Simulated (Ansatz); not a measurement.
This script makes an equation of state with a fit of LiGa, space group Fd-3m with Ansatz 0.2.0 through its Python package.

The script, `run_eos.py`:
```python
# -*- coding: utf-8 -*-
import warnings

import ansatz as az
import numpy as np
from pymatgen.analysis.eos import EOS

FUNCTIONAL = "PBEsol"
SMEARING = "Gaussian"
SMEARING_WIDTH = 0.3
SCF_TOL = 1e-06
EXTRA_BANDS = 4
MESH = (7, 7, 7)

VECTORS = np.array([
    [0.0, 3.0845, 3.0845],
    [3.0845, 0.0, 3.0845],
    [3.0845, 3.0845, 0.0],
])
SITES = [
    ("Li", (0.5, 0.5, 0.5)),
    ("Li", (0.75, 0.75, 0.75)),
    ("Ga", (0.0, 0.0, 0.0)),
    ("Ga", (0.25, 0.25, 0.25)),
]


def crystal_on(cell):
    crystal = az.Crystal(lattice=az.Lattice.of(cell))
    for symbol, position in SITES:
        crystal = crystal.atom(symbol, position)
    return crystal

warnings.simplefilter("ignore", az.DeckWarning)

volumes, energies, pressures = [], [], []
for scale in np.linspace(0.94, 1.06, 7):
    cell = VECTORS * scale ** (1 / 3)
    setup = (
        crystal_on(cell).calculation()
        .functional(FUNCTIONAL)
        .pseudopotentials("paw")
        .basis(16 * az.Ha)
        .accuracy("medium")
        .occupations(SMEARING, width=SMEARING_WIDTH)
        .mixing("msr1", preconditioner="none")
        .scf(tolerance=SCF_TOL, extra_bands=EXTRA_BANDS)
        .kpoints(*MESH)
        .stress()
    )
    summary = setup.run().report
    volumes.append(abs(np.linalg.det(cell)) / len(SITES))
    energies.append(summary["free_energy_ev"] / len(SITES))
    pressures.append(np.trace(summary["stress_gpa"]) / 3)
    print(f"V = {volumes[-1]:8.4f} A^3/atom  F = {energies[-1]:.5f} eV/atom  P = {pressures[-1]:8.3f} GPa")

for form in ["pourier_tarantola", "birch_murnaghan", "vinet"]:
    fit = EOS(eos_name=form).fit(volumes, energies)
    print(f"{form:18s} V0 {fit.v0:8.4f} A^3/atom  B0 {fit.b0_GPa:7.1f} GPa  B1 {fit.b1:5.2f}")
```

From its runs, with one value withheld:

| V (Å³/atom) | F less the lowest row shown (meV/atom) |
| --- | --- |
| 13.793 | 6.58 |
| 14.086 | ? |
| 14.380 | 0.26 |
| 14.673 | 0.00 |
| 14.967 | 1.39 |
| 15.260 | 4.24 |
| 15.554 | 8.40 |

What is the missing energy at 14.086 Å³ an atom?

A third-order Birch-Murnaghan fit, E = E0 + (9 V0 B0 / 16) [(t - 1)³ B' + (t - 1)² (6 - 4t)] with t = (V0/V)^(2/3), through the 6 rows shown gives V0 = 14.569 Å³, B0 = 46.6 GPa, B' = 4.89 and E0 = -0.11 meV. At V = 14.086 Å³, t = 1.02271, and the fit interpolates to 2.37 meV. The run gave 2.37 meV, a miss of 0.00 meV.

Reading the output:
- These settings explore the input space; cutoff and mesh may be short of convergence.
- For a metal this k-point mesh is coarse: on a finer one energies can move by several to tens of meV an atom and pressures by half a GPa or more, differences at one mesh by less.
- The program warned that this SCF threshold is loose for forces or stresses.
- Pressure is positive in compression.
- The starting cell is as deposited in a crystallographic database; the results hold for this polymorph, which needn't be the stable one.
- The script silences the warnings on its input, which a real study should read.
- Wall time of the script: 11 s on 1 thread of Arm Neoverse V2, with other jobs on the host, peak memory 0.46 GiB.
